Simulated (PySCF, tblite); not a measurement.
# C₄H₁₁GeNSi: geometry, infrared bands and NMR shifts

Wanted: the infrared bands and NMR shifts of C₄H₁₁GeNSi (`C=C=C[CH2][GeH2][NH][SiH3]`), by calculation.

Computed with tblite 0.8.0 and PySCF 2.14.0, with density-fitted response routines of our own, on a single molecule in the gas phase. Atoms count from 0, in the outputs and in this text.

## 1. The molecule as given

18 atoms, charge 0, multiplicity 1; geometry from: force field or distance geometry start.

Bonds of the start (Å): C0–C1 1.30, C1–C2 1.31, C2–C3 1.49, C3–Ge4 1.94, Ge4–N5 1.88, N5–Si6 1.79, C0–H7 1.08, C0–H8 1.08, C2–H9 1.07, C3–H10 1.11, C3–H11 1.12, Ge4–H12 1.54, Ge4–H13 1.54, N5–H14 1.05, Si6–H15 1.46, Si6–H16 1.48, Si6–H17 1.48.

## 2. Geometry optimisation with GFN2-xTB

Job settings and geometry (Å):

```
{"job": {"kind": "relax", "xc": "GFN2-xTB", "basis": "xTB"}, "charge": 0, "multiplicity": 1}
C      2.449800     1.702200     0.463600
C      1.995200     0.489200     0.345400
C      1.561200    -0.739900     0.246900
C      0.287600    -1.151000     0.913000
Ge    -1.046600    -1.635400    -0.410100
N     -1.273800    -0.246300    -1.649900
Si    -1.958600     1.158900    -0.775500
H      3.484900     1.890000     0.714600
H      1.773500     2.534400     0.311300
H      2.084100    -1.443500    -0.372400
H     -0.123400    -0.350200     1.562100
H      0.489000    -2.046200     1.561200
H     -0.569500    -2.898200    -1.160700
H     -2.390600    -1.944500     0.277100
H     -0.319600     0.043800    -1.968500
H     -2.243400     2.235600    -1.718000
H     -0.996600     1.651300     0.229100
H     -3.212200     0.756100    -0.107400
```

The run is started by

```console
> OMP_NUM_THREADS=1 python probes_run.py task.json out
```

The driver reads the jobs from task.json and runs them one after another.

**Question.** This job is followed by: GFN2-xTB harmonic vibrations, gas phase; GIAO PBE0/pcSseg-1 NMR shielding, non-relativistic, gas phase. What will the session give for the following? strongest single infrared mode (GFN2-xTB); zero-point energy (GFN2-xTB); 13C shifts against TMS (PBE0/pcSseg-1); 1H shifts against TMS (PBE0/pcSseg-1, means over atoms taken as alike); 73Ge shifts against GeMe4 (PBE0/pcSseg-1); 15N shifts against NH3 (PBE0/pcSseg-1); 29Si shifts against TMS (PBE0/pcSseg-1); surface potential, 1st and 99th percentile.

The runs gave:

| quantity | value |
| --- | --- |
| strongest single infrared mode (GFN2-xTB) | 1965 cm⁻¹, 530 km/mol |
| zero-point energy (GFN2-xTB) | 78.7 kcal/mol |
| 13C shifts against TMS (PBE0/pcSseg-1) | 221.9, 91.7, 79.6, 21.4 ppm |
| 1H shifts against TMS (PBE0/pcSseg-1, means over atoms taken as alike) | 5.28, 4.98, 4.81, 4.68, 1.82, -0.37 ppm |
| 73Ge shifts against GeMe4 (PBE0/pcSseg-1) | -72 ppm |
| 15N shifts against NH3 (PBE0/pcSseg-1) | -5.5 ppm |
| 29Si shifts against TMS (PBE0/pcSseg-1) | -53.1 ppm |
| surface potential, 1st and 99th percentile | -1.01 V and 1.31 V |

What this shows: The optimisation took 106 steps and gained 0.906 eV; among the close pairs (by a distance rule), N5–Si6 changed most, from 1.791 to 1.731 Å. No mode is imaginary among the 48: a minimum at this level. The strongest single mode, at 1965 cm⁻¹, moves mainly H13 and H12. GFN2-xTB is a fitted tight-binding method: band positions and strengths are rough. Its intensities can rank the bands wrongly. The most deshielded carbon is C1 (central carbon of an allene), at 221.9 ppm: the central sp carbon of an allene is among the most deshielded carbons of hydrocarbons. At PBE0/pcSseg-1: The widest tensor belongs to Ge4: span 288 ppm, with a paramagnetic part of -1353 ppm. Spin-orbit coupling is left out, which matters for shieldings and couplings at and beside the heavy atoms.
